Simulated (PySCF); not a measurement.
# ErO4 (Er(O2)2-): the cost of one run

Method: r2SCAN, Er lcecp-1-SVP with ECP57, O def2-SVP; scalar-relativistic core potentials, no spin–orbit coupling; program: PySCF 2.14.0.

3 further runs of the same task are left out: 2 for a known fault of the program, 1 that didn't finish.

## (1) The system as given

5 atoms, charge -1, spin multiplicity 1.

Bond lengths: Er1–O2 2.109 Å, Er1–O3 2.109 Å, Er1–O4 2.109 Å, Er1–O5 2.109 Å. Angles: O2–Er1–O3 42.3°, O2–Er1–O4 150.4°, O2–Er1–O5 150.4°, O3–Er1–O4 150.4°, O3–Er1–O5 150.4°, O4–Er1–O5 42.3°.

As a file:

```xyz
5

Er    0.00000    0.00000    0.00000
O     0.53852    0.53852    1.96663
O    -0.53852   -0.53852    1.96663
O     0.53852   -0.53852   -1.96663
O    -0.53852    0.53852   -1.96663
```

Formal oxidation states: Er +3. Each metal's 11 4f electrons lie in its core potential, so multiplicities, spins and levels count the valence alone. An earlier session relaxed this geometry at r2SCAN, Er lcecp-1-SVP with ECP57, O def2-SVP (singlet, point group D2d).

Its energy there is -338.760985 Eh.

## (2) Atoms moved at random, σ = 0.1 Å

The input, run.py (the lines that set the calculation):

```python
mol = gto.M(atom='''
Er     0.01611    -0.05694    -0.01841
O      0.55153     0.51421     1.95767
O     -0.55786    -0.64633     1.96127
O      0.58627    -0.37447    -2.05207
O     -0.59606     0.56353    -1.84847''',
    basis={'Er': 'lcecp-1-SVP', 'O': 'def2-SVP'},
    ecp={'Er': 'lcecp-1-SVP'},
    charge=-1, spin=0)
mf = dft.RKS(mol, xc='R2SCAN')
mf.grids.atom_grid = (50, 194)  # f atoms: unpruned, at least (60, 302)
mf = mf.density_fit()  # fitting sets: Er AutoAux, O def2-universal-JKFIT
mf.conv_tol = 1e-08; mf.max_cycle = 55
mf.kernel(dm0)  # dm0: the density of the relaxed state
```

Run with:

```console
$ OMP_NUM_THREADS=2 python run.py
```

**Question.** How long does this run take on 2 threads of Arm Neoverse V1, shared host?

About 4.3 s.
